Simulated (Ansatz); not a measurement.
The system is Ti3Se.

```
Se Ti
1.0
     3.19745    0.00000    0.00000
    -1.59872    2.76907    0.00000
     0.00000    0.00000    7.94275
Se Ti
1 3
Direct
  0.00000 0.00000 0.00000
  0.66667 0.33333 0.50000
  0.33333 0.66667 0.77290
  0.33333 0.66667 0.22710
```

The cell comes from a database or a generator and needn't be the stable form of this composition.

Base run:

```yaml
Program: Ansatz 0.2.0
Functional: PBEsol
Potentials_or_basis: Ansatz PAW
Cutoff: "420 eV (not typed: the program's choice for these potentials)"
k_mesh: 10 × 10 × 4
Occupations: fermi-dirac, width 0.05 eV
Spin: no spin polarisation
Hubbard_terms: Ti d U = 6 eV
```

Its results: band gap on the k mesh none (metal or under the smearing width); pressure 10.0 GPa; largest force 0.340 eV/Å.

Q: The run is repeated on the same cell with these changes: hubbard terms from Ti d U = 6 eV to Ti d U = 5 eV. What comes out?

A: Band gap on the k mesh none (metal or under the smearing width); pressure 2.8 GPa; largest force 0.188 eV/Å.

Caveats: U without spin polarisation on a metal has little footing; the PAW data sets come from PBE, with cores solved anew for the run's functional, which leaves a small shift of forces and pressure.
